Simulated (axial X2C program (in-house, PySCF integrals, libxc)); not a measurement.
# MoLi⁺: bond curves with and without spin–orbit coupling

Aim: find the lowest determinant of MoLi⁺, scan the bond at several levels and fit the constants, once spin-free and once with spin–orbit coupling.

Method: all-electron X2C, Mo dyall-cv3z, Li dyall-cv3z; program: an in-house X2C program for linear molecules on PySCF integrals.

All values are calculated.

## Step 1: Input

Contents of task.json:

```json
{
 "zs": [
  42,
  3
 ],
 "q": 1,
 "bas": [
  "dyall-cv3z",
  "dyall-cv3z"
 ],
 "levels": [
  "PBE0",
  "HF",
  "M06"
 ],
 "cc": true,
 "r0": 2.71,
 "thr": -2.0,
 "nmax": 90,
 "npts": 10,
 "nst": 2,
 "ntry": 6
}
```

Keys: zs atomic numbers; q charge; bas basis sets; levels methods (HF also brings MP2); cc coupled cluster on or off; r0 starting distance in Å; thr threshold in hartree for freezing inner shells (an s shell follows its p shell); nmax most natural virtual spinors; npts points asked for on the curve; nst determinants followed; ntry starts of the search.

Launch:

```sh
$ python so2c.py task.json out
```

Spin-free means the one-electron spin-free X2C Hamiltonian; two-component (2c) means X2C with spin–orbit coupling and atomic mean-field two-electron Coulomb and Gaunt terms. Basis: Mo dyall-cv3z contracted to [11s12p9d5f3g], Li dyall-cv3z contracted to [7s8p2d]; Gaussian nuclei, density fitting. Masses: Mo 97.905 u, Li 7.016 u.

Notation: σ, π±, δ± give the projection m of an orbital's angular momentum (0, ±1, ±2), α and β its spin, Λ and M_S the sums; ω is the projection of a spinor's total angular momentum and Ω the sum. Logs are in hartree.

The results follow Hamiltonian by Hamiltonian and level by level.

## Step 2: State search with PBE0

PBE0 moves the distance from 2.710 Å to 2.961 Å and compares determinants there.

Spin-free determinants:

| ΔE (eV) | state | open shells |
| --- | --- | --- |
| 0.00 | M_S = 3, Λ = 0 | beyond closed shells: 2 × σα, π+α, π-α, δ+α, δ-α |
| 1.29 | M_S = 2, Λ = 0 | beyond closed shells: π+α, π-α, δ+α, δ-α |
| 1.63 | M_S = 2, Λ = 1 | beyond closed shells: σα, π+α, δ+α, δ-α |
| 1.95 | M_S = 2, Λ = 2 | beyond closed shells: σα, π+α, π-α, δ+α |
| 2.35 | M_S = 2, Λ = 0 | beyond closed shells: 2 × σα, π+α, π-α, δ+β, δ-α |
| 2.42 | M_S = 2, Λ = 1 | beyond closed shells: σα, π+α, π+β, π-α, δ+α, δ-α |
| 3.63 | M_S = 3, Λ = 1 | beyond closed shells: 3 × σα, π+α, δ+α, δ-α |

Two-component determinants:

```tsv
ΔE (eV)	state	open shells
0.00	Ω = 3	excess of +ω over −ω: ω = 1/2, ω = 5/2
1.29	Ω = 2	excess of +ω over −ω: ω = -1/2, ω = 5/2
1.59	Ω = 1	excess of +ω over −ω: ω = -3/2, ω = 5/2
2.04	Ω = 4	excess of +ω over −ω: ω = 3/2, ω = 5/2
2.20	Ω = 2	excess of +ω over −ω: ω = 1/2, ω = 3/2
2.24	Ω = 2	excess of +ω over −ω: 2 × ω = 1/2, ω = -3/2, ω = 5/2
2.32	Ω = 4	excess of +ω over −ω: 3 × ω = 1/2, ω = 5/2
```

## Step 3: PBE0, spin-free

State followed: M_S = 3, Λ = 0 (beyond closed shells: 2 × σα, π+α, π-α, δ+α, δ-α). The scan is laid around 2.961 Å, a first estimate of the minimum, and this SCF restarts from the orbitals of the search.

The SCF at the reference distance of 2.961 Å:

```text
spin-free X2C-1e  PBE0
basis functions 195  fitting functions 868  grid points 5086
iter        total energy     max residual
   1      -4055.387404318     7.96e-06
   2      -4055.387404319     8.97e-06
converged
one-electron -5631.84155798  Coulomb 1680.20481011  exact exchange -31.09443340  xc functional -95.17440224  nuclear repulsion 22.51817919
```

Along the bond, energies from the lowest point:

| R (Å) | E (eV) | μ (D) | HOMO (eV) | LUMO (eV) | iterations |
| --- | --- | --- | --- | --- | --- |
| 2.576 | 0.1184 | 6.32 | -10.55 | -6.84 | 10 |
| 2.695 | 0.0499 | 6.79 | -10.44 | -6.74 | 10 |
| 2.783 | 0.0201 | 7.15 | -10.35 | -6.66 | 10 |
| 2.872 | 0.0043 | 7.51 | -10.27 | -6.57 | 10 |
| 2.961 | 0.0000 | 7.88 | -10.19 | -6.48 | 2 |
| 3.065 | 0.0066 | 8.31 | -10.09 | -6.38 | 10 |
| 3.168 | 0.0224 | 8.75 | -10.00 | -6.28 | 10 |
| 3.301 | 0.0531 | 9.32 | -9.88 | -6.14 | 10 |
| 3.464 | 0.1007 | 10.03 | -9.73 | -6.17 | 10 |
| 3.701 | 0.1808 | 11.09 | -9.52 | -6.23 | 10 |

Dipoles are positive if Li is the positive end and refer to the centre of mass.

Outer orbitals at the reference distance:

```csv
symmetry,occupied,ε (eV),atomic character
σα,yes,-11.40,"71% Mo d, 9% Mo s, 8% Li s"
π-α,yes,-10.97,97% Mo d
π+α,yes,-10.97,97% Mo d
δ+α,yes,-10.81,100% Mo d
δ-α,yes,-10.81,100% Mo d
σα,yes,-10.19,"49% Mo s, 25% Mo d, 12% Li s"
σβ,no,-6.48,"39% Mo s, 33% Li s, 12% Mo d"
σα,no,-6.06,"47% Mo p, 29% Li s, 14% Mo s"
π+α,no,-5.25,"55% Mo p, 40% Li p, 3% Mo d"
π-α,no,-5.25,"55% Mo p, 40% Li p, 3% Mo d"
```

PBE0 fields in the half plane through the axis: z from -2.4 to 5.1 Å across, distance from the axis 0.15 to 2.25 Å upwards; Mo lies at z = 0 and Li at z = 2.961 Å; the ELF is damped to zero where the density is low.

log10 density (e/bohr³). Ten even steps from '0' (-6.04 ) to '9' (1.66 ):
```
12233334444333333322211000
22333444444444333332221100
22334445554444443333221100
23344555555554444433221110
23445556665555444443322110
33445667776655554554332110
33455677777655555666432111
33455678987665556787542111
```

ELF. Ten even steps from ' ' (0.00 ) to '@' (1.00 ):
```
          ....::::::::::::::::::..                  
        ....::::--------==========::                
        ..::::--------====++**####++::              
      ....::----------==++**##%%##==..              
      ....::--======----==**##%%++                  
      ..::--++**##**++--==**####    ..              
      ..::==##**--**##====**##--  %%@@@@%%          
      ..::++##::++::##++--++##..::@@@@@@@@--        
```

Re = 2.955 Å, ωe = 221.1 cm⁻¹, ωexe = 1.86 cm⁻¹, Be = 0.295 cm⁻¹, De = 0.839 eV, μ = 7.85 D.

## Step 4: HF, spin-free

Output at 2.961 Å:

```text
spin-free X2C-1e  HF
basis functions 195  fitting functions 868  grid points 5086
iter        total energy     max residual
   1      -4053.496302264     2.71e-01
   2      -4053.512580817     3.89e-03
   3      -4053.513361633     1.62e-03
   4      -4053.513591234     9.21e-04
   5      -4053.513663818     6.18e-04
   6      -4053.513711871     2.70e-04
   7      -4053.513722846     1.97e-04
   8      -4053.513724698     9.54e-05
   9      -4053.513724950     4.45e-05
  10      -4053.513725040     1.18e-05
  11      -4053.513725056     4.38e-06
  12      -4053.513725059     1.37e-06
  13      -4053.513725059     3.37e-07
converged
one-electron -5631.81512365  Coulomb 1680.23887281  exact exchange -124.45565341  xc functional 0.00000000  nuclear repulsion 22.51817919
```

Re = 3.046 Å, ωe = 219.4 cm⁻¹, ωexe = 1.31 cm⁻¹, Be = 0.2775 cm⁻¹, De = 0.961 eV, μ = 7.37 D.

## Step 5: M06, spin-free

The SCF at the reference distance of 2.961 Å:

```text
spin-free X2C-1e  M06
basis functions 195  fitting functions 868  grid points 5086
iter        total energy     max residual
   1      -4055.710596477     1.71e-01
   2      -4055.715251253     3.18e-03
   3      -4055.715295087     1.25e-03
   4      -4055.715312943     8.21e-04
   5      -4055.715324436     7.85e-05
   6      -4055.715324668     3.86e-05
   7      -4055.715324697     1.28e-05
   8      -4055.715324704     4.40e-06
   9      -4055.715324705     3.70e-07
converged
one-electron -5631.82120332  Coulomb 1680.20265785  exact exchange -33.58767382  xc functional -93.02728460  nuclear repulsion 22.51817919
```

Re = 3.093 Å, ωe = 192.2 cm⁻¹, Be = 0.2691 cm⁻¹, De = 0.715 eV, μ = 8.47 D.

## Step 6: MP2 and beyond, spin-free

Correlated methods: 14 electrons correlated (frozen shells, counted by type: Mo 3 s, 2 p, 1 d; Li 1 s), 268 virtual spinors in MP2, 89 natural virtuals in coupled cluster.

Output of the correlated part at 2.961 Å:

```text
correlated 14  virtual 268  natural virtual 89  E(MP2) -0.378241015  MP2 remainder -0.008031168
iter   CCSD correlation   residual
   1     -0.368356334   7.58e-02
   2     -0.373869331   2.61e-02
   3     -0.374651265   1.36e-02
   4     -0.374546619   5.22e-03
   5     -0.374583951   1.67e-03
   6     -0.374594883   7.61e-04
   7     -0.374594009   2.94e-04
   8     -0.374593910   9.67e-05
   9     -0.374593351   3.57e-05
  10     -0.374593693   1.58e-05
  11     -0.374593767   6.74e-06
  12     -0.374593806   1.59e-06
  13     -0.374593810   4.54e-07
(T) -0.010791784  T1 0.0248  D1 0.0885  max T2 0.031
```

T1 in the output is the amplitude norm over the root of the electron number; divide by √2 for the Lee–Taylor value.

MP2: Re = 2.925 Å, ωe = 239.2 cm⁻¹, Be = 0.301 cm⁻¹, De = 0.771 eV.

CCSD: Re = 2.962 Å, ωe = 230.9 cm⁻¹, ωexe = 1.61 cm⁻¹, Be = 0.2935 cm⁻¹, De = 0.829 eV. T1 at Re = 0.018 (Lee–Taylor, the printed value over √2).

CCSD(T): Re = 2.956 Å, ωe = 232.2 cm⁻¹, ωexe = 1.64 cm⁻¹, Be = 0.2948 cm⁻¹, De = 0.821 eV. T1 at Re = 0.017 (Lee–Taylor, the printed value over √2).

## Step 7: A higher determinant, spin-free

State: M_S = 2, Λ = 0 (beyond closed shells: π+α, π-α, δ+α, δ-α).

Output at the reference distance:

```text
spin-free X2C-1e  PBE0
basis functions 195  fitting functions 868  grid points 5086
iter        total energy     max residual
   1      -4055.340048545     1.47e-05
   2      -4055.340048539     2.99e-05
   3      -4055.340048554     6.36e-06
   4      -4055.340048557     5.13e-06
   5      -4055.340048559     5.53e-06
converged
one-electron -5629.89021445  Coulomb 1678.19107548  exact exchange -31.05894101  xc functional -95.10014777  nuclear repulsion 22.51817919
```

| R (Å) | E above the lowest PBE0 point (eV) |
| --- | --- |
| 2.576 | 1.392 |
| 2.695 | 1.314 |
| 2.783 | 1.287 |
| 2.872 | 1.280 |
| 2.961 | 1.289 |
| 3.065 | 1.314 |
| 3.168 | 1.352 |
| 3.301 | 1.413 |
| 3.464 | 1.500 |

Re = 2.864 Å, ωe = 291.3 cm⁻¹, ωexe = 1.95 cm⁻¹, Be = 0.3138 cm⁻¹, μ = 6.48 D. Te = 1.28 eV.

## Step 8: The spin-free curves together

Energy (eV) of the followed determinant, spin-free, from each level's lowest point:

| R (Å) | PBE0 | HF | MP2 | CCSD | CCSD(T) | M06 |
| --- | --- | --- | --- | --- | --- | --- |
| 2.576 | 0.118 | 0.188 | 0.113 | n/a | n/a | 0.192 |
| 2.695 | 0.050 | 0.095 | 0.044 | 0.058 | 0.055 | 0.102 |
| 2.783 | 0.020 | 0.049 | 0.015 | 0.024 | 0.022 | 0.058 |
| 2.872 | 0.004 | 0.020 | 0.001 | 0.006 | 0.005 | 0.027 |
| 2.961 | 0.000 | 0.004 | 0.000 | 0.000 | 0.000 | 0.008 |
| 3.065 | 0.007 | 0.000 | 0.011 | 0.006 | 0.007 | 0.000 |
| 3.168 | 0.022 | 0.008 | 0.033 | 0.023 | 0.025 | 0.001 |
| 3.301 | 0.053 | 0.031 | 0.071 | 0.056 | 0.059 | 0.015 |
| 3.464 | 0.101 | 0.075 | 0.129 | n/a | n/a | 0.044 |
| 3.701 | 0.181 | 0.156 | 0.224 | n/a | n/a | 0.101 |

## Step 9: PBE0, 2c

State followed: Ω = 3 (excess of +ω over −ω: ω = 1/2, ω = 5/2). The scan is laid around 2.961 Å, a first estimate of the minimum, and this SCF restarts from the orbitals of the search.

The SCF at the reference distance of 2.961 Å:

```text
two-component X2C + atomic mean field  PBE0
basis functions 195  fitting functions 868  grid points 5086
iter        total energy     max residual
   1      -4053.783084285     2.81e-06
   2      -4053.783084286     1.56e-06
converged
one-electron -5627.56169192  Coulomb 1679.36800656  exact exchange -31.07945754  xc functional -95.12923542  nuclear repulsion 22.51817919  atomic mean-field constant -1.89888515
```

Along the bond, energies from the lowest point:

| R (Å) | E (eV) | μ (D) | HOMO (eV) | LUMO (eV) | iterations |
| --- | --- | --- | --- | --- | --- |
| 2.576 | 0.1185 | 6.32 | -10.55 | -6.86 | 10 |
| 2.695 | 0.0500 | 6.79 | -10.44 | -6.76 | 10 |
| 2.783 | 0.0201 | 7.15 | -10.35 | -6.68 | 10 |
| 2.872 | 0.0043 | 7.51 | -10.27 | -6.60 | 10 |
| 2.961 | 0.0000 | 7.88 | -10.19 | -6.51 | 2 |
| 3.065 | 0.0065 | 8.31 | -10.09 | -6.41 | 10 |
| 3.168 | 0.0223 | 8.75 | -10.00 | -6.30 | 10 |
| 3.301 | 0.0530 | 9.32 | -9.88 | -6.18 | 10 |
| 3.464 | 0.1005 | 10.03 | -9.73 | -6.16 | 10 |
| 3.701 | 0.1805 | 11.09 | -9.52 | -6.23 | 10 |

Dipoles are positive if Li is the positive end and refer to the centre of mass.

Outer spinors at the reference distance:

| ω | occupied | ε (eV) | atomic character | λ mixture |
| --- | --- | --- | --- | --- |
| 1/2 | yes | -11.40 | 72% Mo d, 8% Mo s, 8% Li s | 100% σ |
| -1/2 | yes | -11.02 | 97% Mo d | 100% π |
| 3/2 | yes | -10.93 | 97% Mo d | 100% π |
| -3/2 | yes | -10.90 | 100% Mo d | 100% δ |
| 5/2 | yes | -10.73 | 100% Mo d | 100% δ |
| 1/2 | yes | -10.19 | 49% Mo s, 24% Mo d, 12% Li s | 100% σ |
| -1/2 | no | -6.51 | 39% Mo s, 33% Li s, 12% Mo d | 100% σ |
| 1/2 | no | -6.06 | 47% Mo p, 29% Li s, 14% Mo s | 100% σ |
| -1/2 | no | -5.28 | 56% Mo p, 39% Li p, 3% Mo d | 100% π |
| 3/2 | no | -5.22 | 53% Mo p, 41% Li p, 3% Mo d | 100% π |

PBE0 fields in the half plane through the axis: z from -2.4 to 5.1 Å across, distance from the axis 0.15 to 2.25 Å upwards; Mo lies at z = 0 and Li at z = 2.961 Å; the ELF is damped to zero where the density is low.

log10 density (e/bohr³). Ten even steps from '0' (-6.04 ) to '9' (1.66 ):
```
12233334444333333322211000
22333444444444333332221100
22334445554444443333221100
23344555555554444433221110
23445556665555444443322110
33445667776655554554322110
33455677777655555666432111
33455678987665556787542111
```

ELF. Ten even steps from '0' (0.00 ) to '9' (1.00 ):
```
00000112222222221000000000
00001122333344444200000000
00001223333445677520000000
00011233333456787410000000
00011234443346785000000000
00012356765346770010000000
00012476367446730899800000
00012572527535712999930000
```

Re = 2.955 Å, ωe = 220.9 cm⁻¹, ωexe = 1.86 cm⁻¹, Be = 0.2949 cm⁻¹, De = 0.839 eV, μ = 7.85 D.

## Step 10: HF, 2c

Output at 2.961 Å:

```text
two-component X2C + atomic mean field  HF
basis functions 195  fitting functions 868  grid points 5086
iter        total energy     max residual
   1      -4051.892221497     2.80e-01
   2      -4051.908505654     3.88e-03
   3      -4051.909288395     1.62e-03
   4      -4051.909519090     9.19e-04
   5      -4051.909592234     6.18e-04
   6      -4051.909641133     2.69e-04
   7      -4051.909652441     1.95e-04
   8      -4051.909654427     9.36e-05
   9      -4051.909654736     4.21e-05
  10      -4051.909654862     1.90e-05
  11      -4051.909654891     1.13e-05
  12      -4051.909654899     6.02e-06
  13      -4051.909654900     3.54e-06
  14      -4051.909654901     1.56e-06
converged
one-electron -5627.53268786  Coulomb 1679.39954087  exact exchange -124.39580195  xc functional 0.00000000  nuclear repulsion 22.51817919  atomic mean-field constant -1.89888515
```

Re = 3.047 Å, ωe = 219.2 cm⁻¹, ωexe = 1.3 cm⁻¹, Be = 0.2774 cm⁻¹, De = 0.961 eV, μ = 7.38 D.

## Step 11: M06, 2c

The SCF at the reference distance of 2.961 Å:

```text
two-component X2C + atomic mean field  M06
basis functions 195  fitting functions 868  grid points 5086
iter        total energy     max residual
   1      -4054.106499653     1.70e-01
   2      -4054.111191676     3.17e-03
   3      -4054.111238200     1.25e-03
   4      -4054.111256725     8.25e-04
   5      -4054.111268388     7.68e-05
   6      -4054.111268786     3.82e-05
   7      -4054.111268870     1.85e-05
   8      -4054.111268904     1.01e-05
   9      -4054.111268915     2.42e-06
  10      -4054.111268916     7.66e-07
converged
one-electron -5627.54266591  Coulomb 1679.36722175  exact exchange -33.57150279  xc functional -92.98361599  nuclear repulsion 22.51817919  atomic mean-field constant -1.89888515
```

Re = 3.094 Å, ωe = 192.5 cm⁻¹, Be = 0.269 cm⁻¹, De = 0.715 eV, μ = 8.47 D.

## Step 12: Correlated methods, 2c

Correlated methods: 14 electrons correlated (frozen shells, counted by type: Mo 3 s, 2 p, 1 d; Li 1 s), 268 virtual spinors in MP2, 90 natural virtuals in coupled cluster.

Output of the correlated part at 2.961 Å:

```text
correlated 14  virtual 268  natural virtual 90  E(MP2) -0.378336685  MP2 remainder -0.007901576
iter   CCSD correlation   residual
   1     -0.368577700   7.59e-02
   2     -0.374102199   2.62e-02
   3     -0.374889437   1.36e-02
   4     -0.374786988   5.26e-03
   5     -0.374825717   1.70e-03
   6     -0.374837506   7.86e-04
   7     -0.374836777   3.07e-04
   8     -0.374836783   1.04e-04
   9     -0.374836238   4.15e-05
  10     -0.374836636   1.97e-05
  11     -0.374836740   8.86e-06
  12     -0.374836794   2.88e-06
  13     -0.374836803   1.53e-06
(T) -0.010824967  T1 0.0248  D1 0.0885  max T2 0.029
```

MP2: Re = 2.925 Å, ωe = 239.0 cm⁻¹, Be = 0.3009 cm⁻¹, De = 0.770 eV.

CCSD: Re = 2.963 Å, ωe = 230.7 cm⁻¹, ωexe = 1.62 cm⁻¹, Be = 0.2934 cm⁻¹, De = 0.827 eV. T1 at Re = 0.018 (Lee–Taylor, the printed value over √2).

CCSD(T): Re = 2.956 Å, ωe = 232.0 cm⁻¹, ωexe = 1.64 cm⁻¹, Be = 0.2946 cm⁻¹, De = 0.815 eV. T1 at Re = 0.018 (Lee–Taylor, the printed value over √2).

## Step 13: A higher determinant, 2c

State: Ω = 2 (excess of +ω over −ω: ω = -1/2, ω = 5/2).

Output at the reference distance:

```text
two-component X2C + atomic mean field  PBE0
basis functions 195  fitting functions 868  grid points 5086
iter        total energy     max residual
   1      -4053.735624388     4.76e-06
   2      -4053.735624388     4.20e-06
converged
one-electron -5625.61516589  Coulomb 1677.35920791  exact exchange -31.04396095  xc functional -95.05499949  nuclear repulsion 22.51817919  atomic mean-field constant -1.89888515
```

| R (Å) | E above the lowest PBE0 point (eV) |
| --- | --- |
| 2.576 | 1.394 |
| 2.695 | 1.317 |
| 2.783 | 1.290 |
| 2.872 | 1.283 |
| 2.961 | 1.291 |
| 3.065 | 1.317 |
| 3.168 | 1.355 |
| 3.301 | 1.416 |
| 3.464 | 1.502 |

Re = 2.864 Å, ωe = 291.2 cm⁻¹, ωexe = 1.95 cm⁻¹, Be = 0.3139 cm⁻¹, μ = 6.49 D. Te = 1.28 eV.

## Step 14: The 2c curves together

Energy (eV) of the followed determinant, 2c, from each level's lowest point:

| R (Å) | PBE0 | HF | MP2 | CCSD | CCSD(T) | M06 |
| --- | --- | --- | --- | --- | --- | --- |
| 2.576 | 0.119 | 0.188 | 0.113 | n/a | n/a | 0.193 |
| 2.695 | 0.050 | 0.095 | 0.044 | 0.058 | 0.056 | 0.102 |
| 2.783 | 0.020 | 0.049 | 0.015 | 0.024 | 0.022 | 0.058 |
| 2.872 | 0.004 | 0.020 | 0.001 | 0.006 | 0.005 | 0.027 |
| 2.961 | 0.000 | 0.004 | 0.000 | 0.000 | 0.000 | 0.008 |
| 3.065 | 0.007 | 0.000 | 0.011 | 0.006 | 0.007 | 0.000 |
| 3.168 | 0.022 | 0.008 | 0.032 | 0.023 | 0.024 | 0.001 |
| 3.301 | 0.053 | 0.031 | 0.071 | 0.056 | 0.058 | 0.015 |
| 3.464 | 0.101 | 0.074 | 0.129 | n/a | n/a | 0.044 |
| 3.701 | 0.180 | 0.156 | 0.224 | n/a | n/a | 0.101 |

The whole job took 3.2 min on 1 thread, shared host.

## Step 15: Results

Lowest determinant that the search found at its distance, spin-free: M_S = 3, Λ = 0 (beyond closed shells: 2 × σα, π+α, π-α, δ+α, δ-α).

Lowest determinant that the search found at its distance, 2c: Ω = 3 (excess of +ω over −ω: ω = 1/2, ω = 5/2).

```json
{"Hamiltonian": "spin-free", "level": "PBE0", "Re (Å)": "2.955", "ωe (cm⁻¹)": "221.1", "De (eV)": "0.839", "μ (D)": "7.85"}
{"Hamiltonian": "spin-free", "level": "HF", "Re (Å)": "3.046", "ωe (cm⁻¹)": "219.4", "De (eV)": "0.961", "μ (D)": "7.37"}
{"Hamiltonian": "spin-free", "level": "MP2", "Re (Å)": "2.925", "ωe (cm⁻¹)": "239.2", "De (eV)": "0.771", "μ (D)": "n/a"}
{"Hamiltonian": "spin-free", "level": "CCSD", "Re (Å)": "2.962", "ωe (cm⁻¹)": "230.9", "De (eV)": "0.829", "μ (D)": "n/a"}
{"Hamiltonian": "spin-free", "level": "CCSD(T)", "Re (Å)": "2.956", "ωe (cm⁻¹)": "232.2", "De (eV)": "0.821", "μ (D)": "n/a"}
{"Hamiltonian": "spin-free", "level": "M06", "Re (Å)": "3.093", "ωe (cm⁻¹)": "192.2", "De (eV)": "0.715", "μ (D)": "8.47"}
{"Hamiltonian": "2c", "level": "PBE0", "Re (Å)": "2.955", "ωe (cm⁻¹)": "220.9", "De (eV)": "0.839", "μ (D)": "7.85"}
{"Hamiltonian": "2c", "level": "HF", "Re (Å)": "3.047", "ωe (cm⁻¹)": "219.2", "De (eV)": "0.961", "μ (D)": "7.38"}
{"Hamiltonian": "2c", "level": "MP2", "Re (Å)": "2.925", "ωe (cm⁻¹)": "239.0", "De (eV)": "0.770", "μ (D)": "n/a"}
{"Hamiltonian": "2c", "level": "CCSD", "Re (Å)": "2.963", "ωe (cm⁻¹)": "230.7", "De (eV)": "0.827", "μ (D)": "n/a"}
{"Hamiltonian": "2c", "level": "CCSD(T)", "Re (Å)": "2.956", "ωe (cm⁻¹)": "232.0", "De (eV)": "0.815", "μ (D)": "n/a"}
{"Hamiltonian": "2c", "level": "M06", "Re (Å)": "3.094", "ωe (cm⁻¹)": "192.5", "De (eV)": "0.715", "μ (D)": "8.47"}
```

Dipoles are positive if Li is the positive end and refer to the centre of mass.

Time per point (s) on 1 thread, shared host (2c runs; CCSD comes with the CCSD(T) run); the times are rough: PBE0 0.5, HF 0.4, MP2 0.77, CCSD(T) 5.8, M06 1.9.

In words: At CCSD(T), going from spin-free to two-component changes Re by +1 mÅ, ωe by -0.1 %; the spin-free picture holds up (part of it comes from the scalar share of the two-electron terms). De moves by -0.01 eV; both De rest on single-determinant atoms, which can miss part of an open shell's spin–orbit lowering.

De refers to Mo + Li+, each in the lowest determinant found, which need not be this curve's own limit. Each curve is one determinant whose occupation by symmetry is held fixed; it was picked as the lowest of a PBE0 search that is not exhaustive. De is counted from the lowest determinant-based energies of the atoms at the same level, without counterpoise correction. Density functionals use the spin component along the axis (collinear). Coupled cluster ran in a truncated set of natural virtual spinors; the MP2 energy of the rest was added. The meta-GGAs lack a current-density term, which matters for open shells with orbital currents, atoms included. With several unpaired electrons one determinant need not be a pure state.
